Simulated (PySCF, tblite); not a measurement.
**C₆H₁₁NOSi₂: geometry, infrared bands and NMR shifts**

Aim: predict the infrared bands and NMR shifts of C₆H₁₁NOSi₂ (`[SiH3]N[SiH2]Oc1ccccc1`).

Programs: tblite 0.8.0 and PySCF 2.14.0, with density-fitted response routines of our own. Each step states its level of theory. These are calculated values for one molecule in the gas phase, unless marked as measured. Atoms are numbered from 0 throughout.

## (1) The starting structure

21 atoms, charge 0, multiplicity 1; geometry from: force field or distance geometry start.

Bonds of the start (Å): Si0–N1 1.78, N1–Si2 1.78, Si2–O3 1.73, O3–C4 1.38, C4–C5 1.37, C5–C6 1.39, C6–C7 1.38, C7–C8 1.38, C8–C9 1.37, C9–C4 1.39, Si0–H10 1.46, Si0–H11 1.48, Si0–H12 1.46, N1–H13 1.04, Si2–H14 1.48, Si2–H15 1.47, C5–H16 1.08, C6–H17 1.09, C7–H18 1.09, C8–H19 1.09, C9–H20 1.09.

## (2) Geometry optimisation with GFN2-xTB

What the job is given:

```
{"job": {"kind": "relax", "xc": "GFN2-xTB", "basis": "xTB"}, "charge": 0, "multiplicity": 1}
Si     4.046300     0.306400    -0.039700
N      2.912000    -1.052800    -0.251700
Si     1.460200    -0.667800     0.712200
O      0.034200    -1.319700    -0.029500
C     -1.115300    -0.554900    -0.076900
C     -1.152300     0.753000    -0.486000
C     -2.365000     1.436400    -0.510600
C     -3.545000     0.825700    -0.131700
C     -3.482400    -0.496400     0.261800
C     -2.298700    -1.176400     0.293200
H      3.711900     1.014000     1.188200
H      3.894100     1.287100    -1.143900
H      5.447700    -0.094400    -0.020100
H      3.353100    -1.903000     0.152100
H      1.308600     0.808600     0.699200
H      1.565700    -1.056100     2.123600
H     -0.254600     1.272400    -0.776100
H     -2.364300     2.476200    -0.831400
H     -4.480800     1.387100    -0.161800
H     -4.400600    -1.007600     0.567100
H     -2.283700    -2.220700     0.616300
```

Launch:

```bash
OMP_NUM_THREADS=1 python probes_run.py task.json out
```

One launch serves the whole session: the jobs run in the order shown.

What it wrote:

```text
step      E/eV     max force
  0    -788.20567    2.193
  1    -788.39448    1.354
  2    -788.48221    0.858
  3    -788.51898    0.679
  4    -788.57271    0.519
  5    -788.59477    0.563
  6    -788.65506    0.773
  7    -788.69508    0.535
  8    -788.72083    0.354
  9    -788.74093    0.313
 10    -788.76089    0.464
 11    -788.78161    0.481
 12    -788.80143    0.465
 13    -788.82326    0.287
 14    -788.83943    0.330
 15    -788.85430    0.350
 16    -788.87051    0.298
 17    -788.88190    0.272
 18    -788.89340    0.267
 19    -788.90578    0.367
 20    -788.91598    0.295
 21    -788.92286    0.218
 22    -788.92805    0.242
 23    -788.93412    0.278
 24    -788.94144    0.256
 25    -788.95137    0.179
 26    -788.95450    0.139
 27    -788.96001    0.171
 28    -788.96395    0.174
 29    -788.96819    0.152
 30    -788.97170    0.136
 31    -788.97505    0.162
 32    -788.97741    0.108
 33    -788.97888    0.072
 34    -788.98012    0.081
 35    -788.98171    0.111
 36    -788.98361    0.118
 37    -788.98542    0.094
 38    -788.98691    0.086
 39    -788.98842    0.114
 40    -788.99048    0.151
 41    -788.99315    0.133
 42    -788.99573    0.144
 43    -788.99774    0.118
 44    -788.99943    0.086
 45    -789.00112    0.117
 46    -789.00286    0.101
 47    -789.00453    0.086
 48    -789.00623    0.115
 49    -789.00790    0.121
 50    -789.00959    0.105
 51    -789.01101    0.071
 52    -789.01226    0.074
 53    -789.01324    0.074
 54    -789.01427    0.068
 55    -789.01491    0.050
 56    -789.01529    0.040
 57    -789.01554    0.036
 58    -789.01578    0.033
 59    -789.01599    0.032
 60    -789.01620    0.030
 61    -789.01640    0.024
 62    -789.01656    0.024
 63    -789.01668    0.024
 64    -789.01678    0.023
 65    -789.01689    0.025
 66    -789.01704    0.040
 67    -789.01722    0.051
 68    -789.01743    0.049
 69    -789.01763    0.035
 70    -789.01782    0.038
 71    -789.01802    0.041
 72    -789.01825    0.036
 73    -789.01854    0.035
 74    -789.01891    0.043
 75    -789.01929    0.050
 76    -789.01959    0.056
 77    -789.01984    0.046
 78    -789.02008    0.040
 79    -789.02038    0.034
 80    -789.02076    0.045
 81    -789.02123    0.049
 82    -789.02174    0.055
 83    -789.02224    0.045
 84    -789.02272    0.043
 85    -789.02324    0.067
 86    -789.02390    0.073
 87    -789.02472    0.062
 88    -789.02558    0.062
 89    -789.02634    0.070
 90    -789.02713    0.071
 91    -789.02826    0.084
 92    -789.03065    0.101
 93    -789.03412    0.100
 94    -789.03778    0.153
 95    -789.03276    0.271
 96    -789.04152    0.143
 97    -789.04317    0.118
 98    -789.04833    0.151
 99    -789.05124    0.187
100    -789.05524    0.188
101    -789.06059    0.135
102    -789.06381    0.185
103    -789.06645    0.211
104    -789.06977    0.148
105    -789.07492    0.107
106    -789.07815    0.145
107    -789.08051    0.108
108    -789.08227    0.089
109    -789.08356    0.145
110    -789.08478    0.103
111    -789.08637    0.083
112    -789.08727    0.058
113    -789.08791    0.044
114    -789.08854    0.061
115    -789.08908    0.043
116    -789.08964    0.058
117    -789.09045    0.059
118    -789.09123    0.058
119    -789.09219    0.074
120    -789.09290    0.088
121    -789.09335    0.037
122    -789.09365    0.034
123    -789.09393    0.040
124    -789.09421    0.033
125    -789.09458    0.032
126    -789.09489    0.036
127    -789.09515    0.037
128    -789.09545    0.046
129    -789.09580    0.047
130    -789.09628    0.060
131    -789.09688    0.067
132    -789.09756    0.065
133    -789.09827    0.070
134    -789.09910    0.072
135    -789.09995    0.086
136    -789.10035    0.104
137    -789.10159    0.098
138    -789.10270    0.074
139    -789.10485    0.101
140    -789.10623    0.085
141    -789.10850    0.079
142    -789.11060    0.124
143    -789.10979    0.220
144    -789.11430    0.138
145    -789.11584    0.258
146    -789.11881    0.146
147    -789.12200    0.179
148    -789.12445    0.177
149    -789.12766    0.246
150    -789.13075    0.208
151    -789.13511    0.111
152    -789.14101    0.115
153    -789.14117    0.207
154    -789.14335    0.303
155    -789.14620    0.092
156    -789.14770    0.078
157    -789.14978    0.090
158    -789.15115    0.113
159    -789.15196    0.048
160    -789.15255    0.066
161    -789.15290    0.047
162    -789.15312    0.046
163    -789.15336    0.037
164    -789.15357    0.046
165    -789.15378    0.047
166    -789.15399    0.039
167    -789.15421    0.031
168    -789.15439    0.026
169    -789.15452    0.029
170    -789.15464    0.023
171    -789.15477    0.028
172    -789.15488    0.024
173    -789.15496    0.019
174    -789.15501    0.015
175    -789.15504    0.013
176    -789.15507    0.012
177    -789.15509    0.011
178    -789.15511    0.011
179    -789.15514    0.013
180    -789.15516    0.012
181    -789.15519    0.014
182    -789.15522    0.016
183    -789.15526    0.016
184    -789.15529    0.011
185    -789.15531    0.013
186    -789.15535    0.015
187    -789.15539    0.017
188    -789.15545    0.021
189    -789.15553    0.023
190    -789.15564    0.026
191    -789.15577    0.028
192    -789.15594    0.032
193    -789.15616    0.033
194    -789.15646    0.035
195    -789.15682    0.049
196    -789.15721    0.069
197    -789.15750    0.066
198    -789.15789    0.064
199    -789.15829    0.040
200    -789.15871    0.047
201    -789.15915    0.056
202    -789.15972    0.048
203    -789.16003    0.038
204    -789.16023    0.052
205    -789.16046    0.034
206    -789.16065    0.031
207    -789.16098    0.031
208    -789.16132    0.041
209    -789.16175    0.049
210    -789.16217    0.041
211    -789.16248    0.030
212    -789.16267    0.030
213    -789.16284    0.035
214    -789.16305    0.029
215    -789.16326    0.032
216    -789.16341    0.031
217    -789.16362    0.029
218    -789.16377    0.030
219    -789.16388    0.031
220    -789.16395    0.032
221    -789.16404    0.025
222    -789.16413    0.018
223    -789.16420    0.018
224    -789.16428    0.020
225    -789.16436    0.018
226    -789.16444    0.021
227    -789.16453    0.020
228    -789.16462    0.020
229    -789.16470    0.020
230    -789.16479    0.018
231    -789.16489    0.023
232    -789.16505    0.028
233    -789.16505    0.063
234    -789.16540    0.027
235    -789.16559    0.025
236    -789.16577    0.053
237    -789.16598    0.032
238    -789.16608    0.023
239    -789.16616    0.044
240    -789.16629    0.012
241    -789.16632    0.012
242    -789.16638    0.012
243    -789.16641    0.008
```

It took 3.2 s on 1 thread of Intel Xeon Platinum 8488C, shared host.

Relaxation path: (not every step is listed)

| step | energy from step 0 (eV) | largest force (eV/Å) |
| --- | --- | --- |
| 0 | 0.0000 | 2.1926 |
| 1 | -0.1888 | 1.3536 |
| 2 | -0.2765 | 0.8582 |
| 3 | -0.3133 | 0.6788 |
| 4 | -0.3670 | 0.5185 |
| 5 | -0.3891 | 0.5630 |
| 6 | -0.4494 | 0.7734 |
| 7 | -0.4894 | 0.5348 |
| 8 | -0.5152 | 0.3540 |
| 31 | -0.7694 | 0.1624 |
| 54 | -0.8086 | 0.0682 |
| 77 | -0.8142 | 0.0465 |
| 100 | -0.8496 | 0.1880 |
| 123 | -0.8883 | 0.0403 |
| 146 | -0.9131 | 0.1456 |
| 169 | -0.9488 | 0.0294 |
| 192 | -0.9503 | 0.0325 |
| 215 | -0.9576 | 0.0324 |
| 238 | -0.9604 | 0.0233 |
| 239 | -0.9605 | 0.0438 |
| 240 | -0.9606 | 0.0123 |
| 241 | -0.9606 | 0.0122 |
| 242 | -0.9607 | 0.0122 |
| 243 | -0.9607 | 0.0078 |

Distances of close pairs at the start and the end, largest changes first:

| bond | before (Å) | after (Å) | change (Å) |
| --- | --- | --- | --- |
| Si2–O3 | 1.735 | 1.626 | -0.108 |
| N1–Si2 | 1.785 | 1.717 | -0.067 |
| Si0–N1 | 1.783 | 1.726 | -0.057 |
| O3–C4 | 1.381 | 1.346 | -0.035 |
| N1–H13 | 1.039 | 1.006 | -0.033 |
| Si0–H11 | 1.485 | 1.461 | -0.023 |
| Si2–H14 | 1.484 | 1.463 | -0.021 |
| C4–C5 | 1.371 | 1.389 | +0.018 |

The end geometry stands in the next job.

## (3) Infrared spectrum with GFN2-xTB

What the job is given:

```
{"job": {"kind": "ir", "xc": "GFN2-xTB", "basis": "xTB"}, "charge": 0, "multiplicity": 1}
Si     4.473746    -0.452327     0.317722
N      2.775573    -0.733102     0.195427
Si     1.539471     0.459133     0.212721
O      0.213158    -0.478621     0.132052
C     -1.094777    -0.170627     0.053191
C     -1.558511     1.138451     0.078559
C     -2.914740     1.395375    -0.006986
C     -3.820660     0.354889    -0.119741
C     -3.360862    -0.951250    -0.144817
C     -2.007603    -1.216845    -0.057723
H      4.842488     0.001723     1.663518
H      4.812234     0.589391    -0.649563
H      5.111931    -1.732828     0.013318
H      2.461898    -1.684045     0.295323
H      1.659528     1.323627    -0.961672
H      1.543390     1.252085     1.445812
H     -0.846423     1.944071     0.165084
H     -3.263282     2.417364     0.015957
H     -4.878260     0.560397    -0.186539
H     -4.060315    -1.769527    -0.231869
H     -1.636904    -2.230391    -0.075542
```

What it wrote:

```text
mode    cm-1     km/mol
  1      33.5      0.04
  2      48.1      0.36
  3      59.0      0.14
  4      65.5      0.06
  5      98.1      2.12
  6     170.9      2.27
  7     187.3      8.61
  8     228.1      0.12
  9     242.4     78.93
 10     364.0      0.36
 11     378.0      0.00
 12     482.9      2.13
 13     505.4     10.53
 14     543.0     22.17
 15     577.7    169.08
 16     580.5     53.27
 17     589.0      0.50
 18     627.7      8.79
 19     658.9      0.22
 20     733.9     17.59
 21     744.7    117.49
 22     757.0    175.08
 23     763.1     77.22
 24     773.8    636.35
 25     802.6     73.54
 26     809.7    208.30
 27     842.8    441.72
 28     869.9      0.08
 29     886.5      1.73
 30     923.4      0.11
 31     926.4      0.03
 32     935.6    149.62
 33     999.2    264.82
 34    1008.5     30.49
 35    1078.8      0.02
 36    1113.1      1.72
 37    1178.7      0.13
 38    1184.5    193.65
 39    1187.4    471.88
 40    1272.3     42.34
 41    1285.3    257.13
 42    1321.0     16.32
 43    1439.4      2.30
 44    1476.2    152.59
 45    1585.7      4.89
 46    1601.5     85.27
 47    2204.5     14.20
 48    2218.9    787.20
 49    2256.5    253.88
 50    2262.1     25.29
 51    2275.0    461.44
 52    3078.5      3.12
 53    3081.2     19.93
 54    3093.6     74.93
 55    3099.1     57.55
 56    3103.7     16.30
 57    3488.0      1.31
```

It took 1.5 s on 1 thread of Intel Xeon Platinum 8488C, shared host.

Which atoms move in the most intense modes:

| cm⁻¹ | km/mol | atoms |
| --- | --- | --- |
| 774 | 636.4 | H15 36 %, H14 34 % |
| 843 | 441.7 | H15 21 %, H14 21 %, H10 12 %, H11 12 % |
| 999 | 264.8 | N1 20 %, H13 18 %, C5 15 %, C9 15 % |
| 1187 | 471.9 | H13 50 %, N1 29 % |
| 1285 | 257.1 | C4 29 %, O3 21 %, H17 16 %, H16 10 % |
| 2219 | 787.2 | H10 49 %, H15 33 %, H14 14 % |
| 2256 | 253.9 | H12 94 % |
| 2275 | 461.4 | H11 63 %, H14 25 % |

## (4) Nuclear shieldings: PBE0/pcSseg-1

Settings changed since step 3:

```diff
@@ -1,2 +1,2 @@
-{"job": {"kind": "ir", "xc": "GFN2-xTB", "basis": "xTB"}, "charge": 0, "multiplicity": 1}
+{"job": {"kind": "nmr", "xc": "PBE0", "basis": "pcSseg-1"}, "charge": 0, "multiplicity": 1}
 Si     4.473746    -0.452327     0.317722
```

Level: GIAO PBE0/pcSseg-1 NMR shielding, non-relativistic, gas phase.

What it wrote:

```text
coarse grid: 18736 points
cycle   1  E = -943.3757361878  dE =  1.618e+00  |g| = 7.600e-01  |ddm| = 4.449e+00
cycle   2  E = -943.2726099355  dE =  1.031e-01  |g| = 1.057e+00  |ddm| = 1.620e+00
cycle   3  E = -943.4872500829  dE = -2.146e-01  |g| = 1.159e-01  |ddm| = 1.044e+00
cycle   4  E = -943.4898266881  dE = -2.577e-03  |g| = 4.416e-02  |ddm| = 1.398e-01
cycle   5  E = -943.4902459867  dE = -4.193e-04  |g| = 1.524e-02  |ddm| = 5.022e-02
cycle   6  E = -943.4902980404  dE = -5.205e-05  |g| = 4.403e-03  |ddm| = 1.776e-02
cycle   7  E = -943.4903026874  dE = -4.647e-06  |g| = 1.063e-03  |ddm| = 5.040e-03
final grid: 172392 points
cycle   8  E = -943.5548067152  dE = -2.616e-05  |g| = 1.083e-02  |ddm| = 4.344e-02
cycle   9  E = -943.5547805694  dE =  2.615e-05  |g| = 1.607e-02  |ddm| = 2.123e-02
cycle  10  E = -943.5548304482  dE = -4.988e-05  |g| = 1.414e-03  |ddm| = 1.271e-02
cycle  11  E = -943.5548308813  dE = -4.331e-07  |g| = 2.847e-04  |ddm| = 1.669e-03
cycle  12  E = -943.5548308945  dE = -1.325e-08  |g| = 1.358e-04  |ddm| = 3.599e-04
cycle  13  E = -943.5548308992  dE = -4.718e-09  |g| = 3.247e-05  |ddm| = 1.556e-04
cycle  14  E = -943.5548308995  dE = -2.594e-10  |g| = 9.719e-06  |ddm| = 4.053e-05
converged SCF energy = -943.5548308995

GIAO shielding tensors (ppm)
atom      isotropic    diamagn.    paramagn.     s11        s22        s33       span
  0 Si     411.591     878.637    -467.047    366.014    399.362    469.396    103.382
  1 N      266.472     328.218     -61.746    223.090    274.150    302.177     79.088
  2 Si     379.004     883.570    -504.566    355.152    362.570    419.291     64.139
  3 O      224.298     401.030    -176.731    172.874    247.357    252.664     79.790
  4 C       25.422     247.851    -222.429    -70.231     29.539    116.958    187.189
  5 C       67.224     259.531    -192.307    -20.879     58.922    163.630    184.509
  6 C       52.345     252.438    -200.092    -57.079     38.367    175.748    232.827
  7 C       60.655     254.054    -193.399    -46.447     48.246    180.165    226.613
  8 C       51.032     253.243    -202.211    -59.971     37.476    175.592    235.563
  9 C       61.673     252.734    -191.061    -28.284     50.157    163.146    191.430
 10 H       26.884      27.444      -0.560     23.090     25.056     32.505      9.415
 11 H       26.968      27.960      -0.992     23.404     25.489     32.009      8.605
 12 H       26.926      27.047      -0.121     23.311     25.274     32.193      8.883
 13 H       31.708      35.737      -4.029     21.690     30.144     43.291     21.601
 14 H       26.244      32.743      -6.499     22.448     25.686     30.599      8.151
 15 H       26.155      32.389      -6.234     22.183     25.651     30.631      8.447
 16 H       24.927      35.371     -10.445     20.632     24.581     29.567      8.936
 17 H       24.169      29.771      -5.602     20.711     24.576     27.220      6.509
 18 H       24.476      28.009      -3.533     21.220     25.415     26.794      5.574
 19 H       24.088      28.942      -4.854     20.713     24.592     26.957      6.244
 20 H       24.455      33.131      -8.676     20.468     24.088     28.810      8.341
```

Wall time 65 s (1 thread of Intel Xeon Platinum 8488C, shared host); peak memory 1 GiB.

Shifts follow as δ = σ(reference) − σ, with reference shieldings (ppm) from runs at the same level and on the same kind of geometry: 1H TMS 31.72, 13C TMS 186.9, 29Si TMS 349.2, 15N NH3 267.7, 17O H2O 336.1. The references are single molecules in the gas phase, so shifts against H2O, NH3, PH3, H3PO4 or CFCl3 are not on the usual liquid scales and can be off by tens of ppm. Atoms listed in one row are averaged.

| atoms | environment | σ (ppm) | δ (ppm) | δ scaled to CDCl3 |
| --- | --- | --- | --- | --- |
| C4 | aromatic carbon bearing oxygen | 25.4 | 161.5 | 155.7 |
| C6, C8 | aromatic CH | 51.7 | 135.2 | 130.1 |
| C7 | aromatic CH | 60.7 | 126.3 | 121.3 |
| C5, C9 | aromatic CH | 64.4 | 122.5 | 117.6 |
| H17, H19 | hydrogen on an aromatic CH | 24.13 | 7.59 | 7.26 |
| H18 | hydrogen on an aromatic CH | 24.48 | 7.24 | 6.93 |
| H16, H20 | hydrogen on an aromatic CH | 24.69 | 7.03 | 6.73 |
| H14, H15 | hydrogen on a silicon bonded to N, O | 26.20 | 5.52 | – |
| H10, H11, H12 | hydrogen on a silicon bonded to N | 26.93 | 4.79 | – |
| H13 | hydrogen on a nitrogen bonded to 2 Si | 31.71 | 0.01 | – |
| Si2 | silicon bonded to N, O, 2 H | 379.0 | -29.8 | – |
| Si0 | silicon bonded to N, 3 H | 411.6 | -62.4 | – |
| N1 | nitrogen bonded to 2 Si, H | 266.5 | 1.3 | – |
| O3 | oxygen bonded to C, Si | 224.3 | 111.8 | – |

The scaled column applies a straight-line fit of computed shieldings to shifts measured in CDCl3 (root-mean-square error 0.16 ppm for H, 1.9 ppm for C).

Charges from the same density, by scheme (e):

| atoms | Mulliken | IAO | Hirshfeld | ESP fit |
| --- | --- | --- | --- | --- |
| Si0 | 0.62 | 0.75 | 0.35 | 0.50 |
| N1 | -0.82 | -0.96 | -0.34 | -0.76 |
| Si2 | 0.91 | 1.13 | 0.43 | 0.82 |
| O3 | -0.63 | -0.58 | -0.19 | -0.53 |
| C4 | 0.30 | 0.21 | 0.08 | 0.53 |
| C5, C9 | -0.15 | -0.20 | -0.07 | -0.36 |
| C6, C8 | -0.07 | -0.14 | -0.05 | -0.06 |
| C7 | -0.09 | -0.17 | -0.06 | -0.27 |

Mayer bond orders: Si0–N1 0.96, N1–Si2 0.98, Si2–O3 0.92, O3–C4 0.89, C4–C5 1.40, C5–C6 1.44, C6–C7 1.44, C7–C8 1.42, C8–C9 1.45, C9–C4 1.41.

Ring of atoms C4, C5, C6, C7, C8, C9: NICS(0) -9.6, NICS(1) -11.1, NICS(1)zz -27.6 ppm (means of both faces).

## (5) What came out

```
                                                               quantity                                   value
                              strongest single infrared mode (GFN2-xTB)                   2219 cm⁻¹, 787 km/mol
                                           zero-point energy (GFN2-xTB)                           93.1 kcal/mol
13C shifts against TMS (PBE0/pcSseg-1, means over atoms taken as alike)          161.5, 135.2, 126.3, 122.5 ppm
 1H shifts against TMS (PBE0/pcSseg-1, means over atoms taken as alike)  7.59, 7.24, 7.03, 5.52, 4.79, 0.01 ppm
                                29Si shifts against TMS (PBE0/pcSseg-1)                        -29.8, -62.4 ppm
                                 15N shifts against NH3 (PBE0/pcSseg-1)                                 1.3 ppm
                                 17O shifts against H2O (PBE0/pcSseg-1)                               111.8 ppm
```

In words: The optimisation took 243 steps and gained 0.961 eV; among the close pairs (by a distance rule), Si2–O3 changed most, from 1.735 to 1.626 Å. All 57 modes are real, so the xTB geometry is a minimum. The strongest single mode, at 2219 cm⁻¹, moves mainly H10 and H15. GFN2-xTB is a fitted tight-binding method: band positions and strengths are rough. Its intensities can rank the bands wrongly. NICS(1)zz of -28 ppm above the planar ring from C4 marks a diatropic (aromatic) ring current.
